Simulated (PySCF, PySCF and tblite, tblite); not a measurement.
# C₅H₅BF₂: a path driven as rotation about a bond, and NMR exchange

Aim: the barrier and rate of rotation about a bond in C₅H₅BF₂ (`FBC1=CCC(F)=C1`), and what it does to NMR lines.

Computed with tblite 0.8.0 (tight binding) and PySCF 2.14.0 (DFT, with response routines of our own); each step states its level. Atoms count from 0 throughout.

## 1. The starting structure

13 atoms, charge 0, multiplicity 1; geometry from: force field or distance geometry start.

Bonds of the start (Å): B1–C2 1.55, B1–H8 1.18, C2–C3 1.33, C2–C7 1.46, C3–C4 1.50, C3–H9 1.08, C4–C5 1.49, C4–H10 1.10, C4–H11 1.12, C5–C7 1.33, C5–F6 1.35, C7–H12 1.08, F0–B1 1.46.

## 2. GFN2-xTB relaxation, start minimum

Job settings and geometry (Å):

```
{"job": {"xc": "GFN2-xTB", "basis": "xTB", "kind": "relax"}, "charge": 0, "multiplicity": 1}
F      3.087800    -0.897900    -0.563400
B      2.271000     0.208300    -0.086500
C      0.727600     0.077400    -0.015500
C      0.016100    -0.974200    -0.396600
C     -1.444300    -0.734000    -0.183300
C     -1.426900     0.656400     0.350200
F     -2.521900     1.367700     0.701700
C     -0.180100     1.120600     0.453000
H      2.807000     1.196800     0.279500
H      0.436900    -1.900200    -0.772400
H     -1.872900    -1.443300     0.547600
H     -1.990000    -0.774700    -1.156700
H      0.085200     2.097600     0.824600
```

Command:

```console
> OMP_NUM_THREADS=1 python ens_run.py task.json out
```

This one command runs the whole study; its stages follow in the order run.

The log of the run:

```text
step      E/eV     max force
  0    -651.69538    3.356
  1    -651.92281    1.928
  2    -651.98470    1.962
  3    -652.01996    0.466
  4    -652.03780    0.349
  5    -652.05600    0.382
  6    -652.06217    0.307
  7    -652.06819    0.172
  8    -652.07113    0.160
  9    -652.07280    0.099
 10    -652.07349    0.068
 11    -652.07382    0.045
 12    -652.07399    0.029
 13    -652.07411    0.025
 14    -652.07418    0.021
 15    -652.07421    0.023
 16    -652.07424    0.018
 17    -652.07427    0.013
 18    -652.07429    0.016
 19    -652.07431    0.017
 20    -652.07433    0.017
 21    -652.07436    0.017
 22    -652.07441    0.020
 23    -652.07445    0.018
 24    -652.07447    0.015
 25    -652.07449    0.012
 26    -652.07450    0.011
 27    -652.07452    0.014
 28    -652.07453    0.010
 29    -652.07454    0.004
 30    -652.07454    0.003
```

Run time: 0.36 s. Hardware: 1 thread of AMD EPYC, shared host.

Gain 0.379 eV; displacement 0.06 Å root mean square.

## 3. Relaxed scan, rotation

Job settings and geometry (Å):

```
{"job": {"xc": "GFN2-xTB", "basis": "xTB", "coordinate": [["t", [0, 1, 2, 3], 0.25], ["t", [0, 1, 2, 7], 0.25], ["t", [8, 1, 2, 3], 0.25], ["t", [8, 1, 2, 7], 0.25]], "kind": "drive"}, "charge": 0, "multiplicity": 1}
F      2.986643    -0.810309    -0.524247
B      2.289706     0.216736    -0.072768
C      0.749674     0.096426    -0.014712
C      0.012538    -0.981552    -0.387478
C     -1.440273    -0.727569    -0.188675
C     -1.416507     0.661221     0.355493
F     -2.553473     1.291751     0.681086
C     -0.170446     1.131347     0.454674
H      2.902798     1.161656     0.257099
H      0.398484    -1.905633    -0.777126
H     -1.894069    -1.435224     0.508912
H     -2.004071    -0.793975    -1.122016
H      0.134609     2.095611     0.812029
```

The log of the run:

```text
point  coordinate     E/eV
  0    -75.200     -652.06262
  1    -60.300     -652.03191
  2    -45.400     -651.98547
  3    -30.400     -651.93523
  4    -15.200     -651.89523
  5      0.000     -651.87854
  6     15.200     -651.89074
  7     30.400     -651.92651
  8     45.400     -651.97349
  9     60.400     -652.01790
 10     75.200     -652.04891
 11     90.000     -652.06052
```

Run time: 3.4 s. Hardware: 1 thread of AMD EPYC, shared host.

The highest point is number 5, 4.2 kcal/mol above the first.

## 4. Nudged elastic band, leg 1

The job, as its differences from that of step 3:

```diff
@@ -1,2 +1,2 @@
-{"job": {"xc": "GFN2-xTB", "basis": "xTB", "coordinate": [["t", [0, 1, 2, 3], 0.25], ["t", [0, 1, 2, 7], 0.25], ["t", [8, 1, 2, 3], 0.25], ["t", [8, 1, 2, 7], 0.25]], "kind": "drive"}, "charge": 0, "multiplicity": 1}
+{"job": {"xc": "GFN2-xTB", "basis": "xTB", "kind": "neb"}, "charge": 0, "multiplicity": 1}
 F      2.986643    -0.810309    -0.524247
```

The log of the run:

```text
image   E - E0 / eV
  0       0.0000
  1       0.0468
  2       0.1447
  3       0.1966
  4       0.1428
  5       0.0509
  6       0.0136
```

It took 1.4 s on 1 thread of AMD EPYC, shared host; peak memory 0.19 GiB.

The highest point is number 3, 4.5 kcal/mol above the first.

## 5. Saddle search, leg 1

Job settings and geometry (Å):

```
{"job": {"xc": "GFN2-xTB", "basis": "xTB", "kind": "saddle"}, "charge": 0, "multiplicity": 1}
F      2.913737     0.510700    -1.162477
B      2.305169     0.186446    -0.044469
C      0.748181     0.043253    -0.016770
C      0.003100    -1.061363    -0.219210
C     -1.453050    -0.759280    -0.087023
C     -1.413155     0.694318     0.233843
F     -2.538870     1.388893     0.447673
C     -0.159020     1.157170     0.264780
H      3.000028     0.019355     0.890800
H      0.368805    -2.044433    -0.449680
H     -1.927681    -1.348945     0.700211
H     -2.004503    -0.951740    -1.010231
H      0.157258     2.165626     0.452552
```

The log of the run:

```text
step      E/eV     max force
  0    -651.87798   0.0329
  1    -651.87920   0.0075
  2    -651.87920   0.0000
lowest wavenumbers (cm-1): -105.1 113.7 158.0 243.2 324.4 381.6
```

Wall time 3.2 s (1 thread of AMD EPYC, shared host); peak memory 0.19 GiB.

Point group C1; 1 imaginary mode, 105i cm⁻¹, carried by F0, H8, B1. Steps downhill from it reached both ends.

## 6. Shieldings, start: PBE0/pcSseg-1

Job settings and geometry (Å):

```
{"job": {"kind": "nmr", "xc": "PBE0", "basis": "pcSseg-1", "pop": false}, "charge": 0, "multiplicity": 1}
F      2.986643    -0.810309    -0.524247
B      2.289706     0.216736    -0.072768
C      0.749674     0.096426    -0.014712
C      0.012538    -0.981552    -0.387478
C     -1.440273    -0.727569    -0.188675
C     -1.416507     0.661221     0.355493
F     -2.553473     1.291751     0.681086
C     -0.170446     1.131347     0.454674
H      2.902798     1.161656     0.257099
H      0.398484    -1.905633    -0.777126
H     -1.894069    -1.435224     0.508912
H     -2.004071    -0.793975    -1.122016
H      0.134609     2.095611     0.812029
```

The log of the run:

```text
coarse grid: 11792 points
cycle   1  E = -417.4628058071  dE =  1.265e+00  |g| = 6.267e-01  |ddm| = 3.385e+00
cycle   2  E = -417.4028379797  dE =  5.997e-02  |g| = 8.791e-01  |ddm| = 1.121e+00
cycle   3  E = -417.5342488808  dE = -1.314e-01  |g| = 8.864e-02  |ddm| = 6.669e-01
cycle   4  E = -417.5357269461  dE = -1.478e-03  |g| = 4.192e-02  |ddm| = 1.113e-01
cycle   5  E = -417.5360992890  dE = -3.723e-04  |g| = 1.353e-02  |ddm| = 4.332e-02
cycle   6  E = -417.5361371964  dE = -3.791e-05  |g| = 4.670e-03  |ddm| = 1.492e-02
cycle   7  E = -417.5361421606  dE = -4.964e-06  |g| = 8.970e-04  |ddm| = 4.137e-03
final grid: 117320 points
cycle   8  E = -417.5927566530  dE = -5.022e-05  |g| = 6.713e-03  |ddm| = 3.338e-02
cycle   9  E = -417.5927509457  dE =  5.707e-06  |g| = 8.833e-03  |ddm| = 1.307e-02
cycle  10  E = -417.5927673470  dE = -1.640e-05  |g| = 1.093e-03  |ddm| = 7.359e-03
cycle  11  E = -417.5927675238  dE = -1.768e-07  |g| = 2.556e-04  |ddm| = 1.097e-03
cycle  12  E = -417.5927675333  dE = -9.503e-09  |g| = 8.678e-05  |ddm| = 2.508e-04
cycle  13  E = -417.5927675348  dE = -1.470e-09  |g| = 4.530e-05  |ddm| = 1.110e-04
cycle  14  E = -417.5927675353  dE = -5.030e-10  |g| = 6.864e-06  |ddm| = 4.038e-05
converged SCF energy = -417.5927675353

GIAO shielding tensors (ppm)
atom      isotropic    diamagn.    paramagn.     s11        s22        s33       span
  0 F      207.009     467.260    -260.252     12.505    105.497    503.024    490.519
  1 B       56.045     191.298    -135.252     14.372     65.269     88.495     74.123
  2 C       35.290     255.006    -219.716    -73.383     27.144    152.109    225.493
  3 C       36.201     255.347    -219.147    -76.737     29.785    155.554    232.291
  4 C      143.481     253.976    -110.495    134.361    139.884    156.200     21.838
  5 C        6.601     253.248    -246.648    -78.187     43.844     54.145    132.332
  6 F      293.865     471.794    -177.930    177.618    273.984    429.991    252.373
  7 C       70.553     254.624    -184.071    -13.798     78.301    147.156    160.955
  8 H       26.315      28.962      -2.647     24.153     26.739     28.052      3.900
  9 H       24.558      32.400      -7.842     23.192     23.687     26.796      3.604
 10 H       28.416      28.773      -0.357     24.301     26.890     34.057      9.756
 11 H       28.417      28.771      -0.354     24.302     26.887     34.060      9.758
 12 H       25.488      31.547      -6.059     23.851     23.934     28.680      4.829
```

Run time: 32 s. Hardware: 1 thread of AMD EPYC, shared host; peak memory 0.74 GiB.

This run: HOMO -6.69 eV, LUMO -1.86 eV; dipole 1.33 D.

## 7. Shieldings, saddle of leg 1: PBE0/pcSseg-1

Job settings and geometry (Å):

```
{"job": {"kind": "nmr", "xc": "PBE0", "basis": "pcSseg-1", "pop": false}, "charge": 0, "multiplicity": 1}
F      2.898940     0.531541    -1.166189
B      2.304863     0.189288    -0.045316
C      0.749747     0.029705    -0.012922
C     -0.001204    -1.070476    -0.218779
C     -1.456140    -0.760324    -0.088915
C     -1.408450     0.694163     0.225709
F     -2.529140     1.399838     0.429665
C     -0.151722     1.147207     0.270238
H      3.003777     0.039201     0.888922
H      0.361417    -2.054506    -0.451056
H     -1.935011    -1.335798     0.705945
H     -2.006830    -0.960778    -1.010284
H      0.169753     2.150939     0.472980
```

The log of the run:

```text
coarse grid: 11792 points
cycle   1  E = -417.4496282981  dE =  1.276e+00  |g| = 6.312e-01  |ddm| = 3.354e+00
cycle   2  E = -417.3876093290  dE =  6.202e-02  |g| = 8.887e-01  |ddm| = 1.049e+00
cycle   3  E = -417.5227647484  dE = -1.352e-01  |g| = 8.938e-02  |ddm| = 6.190e-01
cycle   4  E = -417.5242872469  dE = -1.522e-03  |g| = 3.925e-02  |ddm| = 1.123e-01
cycle   5  E = -417.5246018631  dE = -3.146e-04  |g| = 1.145e-02  |ddm| = 3.926e-02
cycle   6  E = -417.5246253590  dE = -2.350e-05  |g| = 4.662e-03  |ddm| = 1.269e-02
cycle   7  E = -417.5246303072  dE = -4.948e-06  |g| = 7.083e-04  |ddm| = 4.246e-03
final grid: 117320 points
cycle   8  E = -417.5821847475  dE = -5.251e-05  |g| = 6.968e-03  |ddm| = 3.246e-02
cycle   9  E = -417.5821768766  dE =  7.871e-06  |g| = 9.592e-03  |ddm| = 1.445e-02
cycle  10  E = -417.5821962163  dE = -1.934e-05  |g| = 1.284e-03  |ddm| = 8.538e-03
cycle  11  E = -417.5821965016  dE = -2.853e-07  |g| = 3.512e-04  |ddm| = 1.318e-03
cycle  12  E = -417.5821965258  dE = -2.424e-08  |g| = 1.524e-04  |ddm| = 4.085e-04
cycle  13  E = -417.5821965311  dE = -5.257e-09  |g| = 3.598e-05  |ddm| = 1.465e-04
cycle  14  E = -417.5821965314  dE = -2.741e-10  |g| = 5.995e-06  |ddm| = 3.089e-05
converged SCF energy = -417.5821965314

GIAO shielding tensors (ppm)
atom      isotropic    diamagn.    paramagn.     s11        s22        s33       span
  0 F      157.566     466.033    -308.466    -40.224     32.580    480.342    520.566
  1 B       46.737     190.030    -143.293    -11.070     56.856     94.425    105.495
  2 C       34.624     259.104    -224.480    -69.245     30.278    142.839    212.084
  3 C       58.059     254.130    -196.071    -45.852     63.607    156.422    202.274
  4 C      144.852     253.649    -108.797    137.282    140.551    156.724     19.442
  5 C        5.163     253.071    -247.908    -78.478     39.685     54.282    132.761
  6 F      294.548     471.782    -177.234    174.296    271.637    437.711    263.414
  7 C       74.367     255.355    -180.988    -10.104     81.664    151.540    161.644
  8 H       25.737      28.196      -2.459     24.094     25.038     28.079      3.986
  9 H       25.900      32.339      -6.439     24.291     25.922     27.488      3.197
 10 H       28.568      28.879      -0.311     24.607     26.802     34.296      9.690
 11 H       28.588      28.944      -0.357     24.657     26.773     34.333      9.676
 12 H       25.906      31.434      -5.528     24.167     24.824     28.729      4.562
```

It took 38 s on 1 thread of AMD EPYC, shared host; peak memory 0.76 GiB.

Key values: HOMO -6.51 eV, LUMO -0.96 eV; dipole 1.42 D.

The fields below are evaluated on a grid from the run's orbitals.

Frontier orbitals at PBE0/pcSseg-1, with the share of their density that lies nearest to each atom:

```
orbital  energy (eV)                                                 lies on
   HOMO        -6.51  C3, C5 about 26 % each; C2, C7 about 15 % each; F6 7 %
   LUMO        -0.96                               B1 39 %; H8 11 %; F0 10 %
```

ELF in a plane through or near 9 of the atoms.

Values, 10 rows by 14 columns:
```
0.00 0.00 0.00 0.00 0.00 0.00 0.00 0.00 0.00 0.00 0.00 0.00 0.00 0.00
0.00 0.00 0.00 0.00 0.00 0.00 0.03 0.01 0.00 0.00 0.00 0.00 0.00 0.00
0.00 0.00 0.00 0.00 0.00 0.71 0.99 0.91 0.01 0.45 0.45 0.03 0.00 0.00
0.00 0.00 0.00 0.01 0.01 0.15 0.92 0.55 0.38 0.75 0.55 0.35 0.00 0.00
0.00 0.00 0.01 0.19 0.13 0.48 0.84 0.30 0.18 0.35 0.42 0.16 0.00 0.00
0.00 0.00 0.02 0.38 0.66 0.92 0.49 0.39 0.61 0.45 0.18 0.01 0.00 0.00
0.00 0.00 0.00 0.08 0.08 0.09 0.49 0.31 0.78 0.58 0.30 0.02 0.00 0.00
0.00 0.00 0.00 0.00 0.00 0.18 0.99 0.99 0.07 0.03 0.03 0.00 0.00 0.00
0.00 0.00 0.00 0.00 0.00 0.01 0.52 0.60 0.00 0.00 0.00 0.00 0.00 0.00
0.00 0.00 0.00 0.00 0.00 0.00 0.00 0.00 0.00 0.00 0.00 0.00 0.00 0.00
```
The map spans 11.2 Å across and 9.6 Å up, centred on the molecule. Atoms in the plane (x, y in Å): B1 (-2.3, 0.0), C2 (-0.7, 0.0), C3 (0.1, -1.1), C4 (1.5, -0.6), C5 (1.3, 0.9), F6 (2.4, 1.7), C7 (0.0, 1.2), H9 (-0.2, -2.1), H12 (-0.4, 2.2).

log10 of the density (e/Å³) in the same plane.

Ten even steps from '0' (-4.0) to '9' (2.0):
```
0000000000000000000000000000
0000000000000000000000000000
0000000000112221000100000000
0000000001233332222332100000
0000000012345554345554310000
0000001123456665456765421000
0001122233456766667986431000
0012233444456787777776431000
0012345555566777896655420000
0023456686678666676543210000
0023456686678766677653210000
0012345555666777787654210000
0012234444456786666653210000
0001122333456766555543210000
0000011112345665433332100000
0000000011344554322211000000
0000000000123332211000000000
0000000000011211000000000000
0000000000000000000000000000
0000000000000000000000000000
```
The map spans 11.2 Å across and 9.6 Å up, centred on the molecule. Atoms in the plane (x, y in Å): B1 (-2.3, 0.0), C2 (-0.7, 0.0), C3 (0.1, -1.1), C4 (1.5, -0.6), C5 (1.3, 0.9), F6 (2.4, 1.7), C7 (0.0, 1.2), H9 (-0.2, -2.1), H12 (-0.4, 2.2).

On the surface of density 0.002 e/bohr³ the electrostatic potential runs, from the 1st to the 99th percentile, from -0.73 V near F0 to 1.82 V near B1.

## 8. Shieldings, end: PBE0/pcSseg-1

Job settings and geometry (Å):

```
{"job": {"kind": "nmr", "xc": "PBE0", "basis": "pcSseg-1", "pop": false}, "charge": 0, "multiplicity": 1}
F      2.872582     1.330452    -0.051319
B      2.295242     0.145164    -0.082486
C      0.753079     0.050631    -0.027940
C      0.008279    -1.083733    -0.053998
C     -1.444754    -0.767979     0.014591
C     -1.411635     0.721787     0.086329
F     -2.546333     1.430811     0.164205
C     -0.161403     1.189698     0.060937
H      3.006529    -0.786656    -0.151652
H      0.385344    -2.087833    -0.115546
H     -1.925804    -1.212051     0.888909
H     -1.987773    -1.125047    -0.863475
H      0.154305     2.214403     0.097893
```

The log of the run:

```text
coarse grid: 11792 points
cycle   1  E = -417.4622264449  dE =  1.265e+00  |g| = 6.259e-01  |ddm| = 3.382e+00
cycle   2  E = -417.3967088744  dE =  6.552e-02  |g| = 8.908e-01  |ddm| = 1.138e+00
cycle   3  E = -417.5333778383  dE = -1.367e-01  |g| = 9.922e-02  |ddm| = 6.995e-01
cycle   4  E = -417.5352184331  dE = -1.841e-03  |g| = 4.728e-02  |ddm| = 1.244e-01
cycle   5  E = -417.5357056035  dE = -4.872e-04  |g| = 1.542e-02  |ddm| = 4.923e-02
cycle   6  E = -417.5357592881  dE = -5.368e-05  |g| = 4.379e-03  |ddm| = 1.607e-02
cycle   7  E = -417.5357636016  dE = -4.314e-06  |g| = 7.791e-04  |ddm| = 3.954e-03
final grid: 117320 points
cycle   8  E = -417.5942542130  dE = -5.272e-05  |g| = 6.840e-03  |ddm| = 3.272e-02
cycle   9  E = -417.5942475110  dE =  6.702e-06  |g| = 9.245e-03  |ddm| = 1.365e-02
cycle  10  E = -417.5942656082  dE = -1.810e-05  |g| = 1.133e-03  |ddm| = 7.906e-03
cycle  11  E = -417.5942658037  dE = -1.955e-07  |g| = 2.749e-04  |ddm| = 1.186e-03
cycle  12  E = -417.5942658151  dE = -1.145e-08  |g| = 9.241e-05  |ddm| = 2.805e-04
cycle  13  E = -417.5942658169  dE = -1.770e-09  |g| = 4.358e-05  |ddm| = 1.109e-04
cycle  14  E = -417.5942658174  dE = -4.533e-10  |g| = 6.809e-06  |ddm| = 3.791e-05
converged SCF energy = -417.5942658174

GIAO shielding tensors (ppm)
atom      isotropic    diamagn.    paramagn.     s11        s22        s33       span
  0 F      202.255     467.258    -265.003      8.665    105.568    492.533    483.868
  1 B       55.881     191.367    -135.486     18.650     61.512     87.482     68.832
  2 C       33.240     255.024    -221.784    -68.676     16.827    151.571    220.247
  3 C       28.944     254.750    -225.807    -91.744     27.203    151.373    243.118
  4 C      142.937     253.939    -111.002    134.769    139.202    154.840     20.072
  5 C        7.133     253.365    -246.232    -76.705     44.289     53.816    130.522
  6 F      295.250     471.780    -176.530    179.651    275.677    430.423    250.772
  7 C       72.426     254.954    -182.528    -14.414     80.328    151.365    165.779
  8 H       26.319      28.996      -2.677     24.350     26.293     28.315      3.965
  9 H       24.585      32.375      -7.790     23.449     24.086     26.221      2.772
 10 H       28.409      28.794      -0.385     24.363     26.866     33.997      9.634
 11 H       28.406      28.787      -0.380     24.367     26.853     33.999      9.633
 12 H       25.436      31.615      -6.179     23.002     24.064     29.242      6.240
```

Run time: 28 s. Hardware: 1 thread of AMD EPYC, shared host; peak memory 0.76 GiB.

This run: HOMO -6.73 eV, LUMO -1.79 eV; dipole 2.36 D.

## 9. The path in numbers

Job settings and geometry (Å):

```
{"job": {"smiles": "FBC1=CCC(F)=C1", "charge": 0, "mult": 1, "motion": "rotation", "what": "aryl or vinyl borane", "atoms": [1, 2], "drives": [{"terms": [["t", [0, 1, 2, 3], 0.25], ["t", [0, 1, 2, 7], 0.25], ["t", [8, 1, 2, 3], 0.25], ["t", [8, 1, 2, 7], 0.25]], "by": 180, "n": 12}], "study": "path", "level": {"kind": "nmr", "xc": "PBE0", "basis": "pcSseg-1"}, "fields": [90, 270, 500], "first": 2, "seed": 149, "kind": "path"}, "charge": 0, "multiplicity": 1}
F      2.986643    -0.810309    -0.524247
B      2.289706     0.216736    -0.072768
C      0.749674     0.096426    -0.014712
C      0.012538    -0.981552    -0.387478
C     -1.440273    -0.727569    -0.188675
C     -1.416507     0.661221     0.355493
F     -2.553473     1.291751     0.681086
C     -0.170446     1.131347     0.454674
H      2.902798     1.161656     0.257099
H      0.398484    -1.905633    -0.777126
H     -1.894069    -1.435224     0.508912
H     -2.004071    -0.793975    -1.122016
H      0.134609     2.095611     0.812029
```

The log of the run:

```text
stationary points (kcal/mol above the start)
  n  kind          group   xTB      DFT    lowest mode
  0  minimum      Cs       0.00     0.00      77.4
  1  saddle       C1       4.50     6.66    -105.1
  2  minimum      Cs       0.31    -0.94      82.7

GFN2-xTB energies: T/K, barrier G, reaction G (kcal/mol), k forward, k back (1/s)
 150.00     4.39     0.30   2.49e+06   6.78e+06
 200.00     4.47     0.29    1.1e+08    2.3e+08
 250.00     4.55     0.29   1.09e+09   1.95e+09
 298.15     4.65     0.29   4.84e+09   7.85e+09
 350.00     4.77     0.28   1.54e+10   2.31e+10
 400.00     4.89     0.28   3.56e+10   5.05e+10
 500.00     5.16     0.27   1.16e+11   1.53e+11

PBE0/pcSseg-1 + D3(BJ) energies: T/K, barrier G, reaction G (kcal/mol), k forward, k back (1/s)
 150.00     6.55    -0.96   1.81e+03       72.7
 200.00     6.62    -0.96   4.86e+05   4.31e+04
 250.00     6.71    -0.97   1.42e+07   2.03e+06
 298.15     6.81    -0.97   1.28e+08   2.48e+07
 350.00     6.92    -0.97   6.95e+08   1.71e+08
 400.00     7.04    -0.98   2.36e+09   6.91e+08
 500.00     7.31    -0.98   1.33e+10   4.93e+09
```

It took 1.9 min on 1 thread of AMD EPYC, shared host; peak memory 0.76 GiB. This counts the whole study up to here.

Barriers by level (kcal/mol; entropies in cal/(mol K)). Zero-point and thermal terms come from xTB in every row. ΔG‡ leaves symmetry out; the rate counts equivalent paths (a factor of 2); effective ΔG‡, where given, is the barrier that would give that rate by Eyring's equation alone:

```
                 level   ΔE‡  with zero-point   ΔH‡   ΔS‡  ΔG‡ (298 K)  ΔE of reaction  k at 298 K (1/s)  effective ΔG‡
              GFN2-xTB  4.50             4.28  3.86  -2.7         4.65            0.31           4.8e+09           4.24
PBE0/pcSseg-1 + D3(BJ)  6.66             6.44  6.01  -2.7         6.81           -0.94           1.3e+08           6.40
```

Sites that the driver pairs across this motion, and where their lines would merge (no couplings; faster rotations or exchange between molecules can average them sooner):

```
nucleus        sites: shielding (ppm)  proton frequency (MHz)  spread (Hz)  coalescence (K)  lines at 298 K
    19F    F0: 207.0; F0 (end): 202.3                     500         2237        not given               –
    13C      C3: 36.2; C3 (end): 28.9                     500          913        not given               –
    19F    F6: 293.9; F6 (end): 295.2                     500          652        not given               –
    13C      C2: 35.3; C2 (end): 33.2                     500          258        not given               –
    13C      C7: 70.6; C7 (end): 72.4                     500          236        not given               –
    13C    C4: 143.5; C4 (end): 142.9                     500           68        not given               –
    13C        C5: 6.6; C5 (end): 7.1                     500           67        not given               –
     1H  H12: 25.49; H12 (end): 25.44                     500           26        not given               –
```

A dash: the driver gave no coalescence for this row (it judged the minor form too scarce).

Rows that set an atom against itself at the end compare its shielding in the two forms.

## 10. Outcome

| quantity | value |
| --- | --- |
| barrier (PBE0/pcSseg-1 + D3(BJ)) | ΔE‡ 6.7, ΔG‡(298 K) 6.8 kcal/mol |
| barrier (GFN2-xTB) | ΔE‡ 4.5 kcal/mol |
| rate at 298 K | 1.3e+08 s⁻¹ |
| end of the path | -0.9 kcal/mol from the start |

The barrier is 6.7 kcal/mol at the DFT level (xTB: 4.5); with thermal terms and the count of paths the DFT value gives a rate of 1.3e+08 s⁻¹ at 298 K. An error of 1.4 kcal/mol changes that rate tenfold.
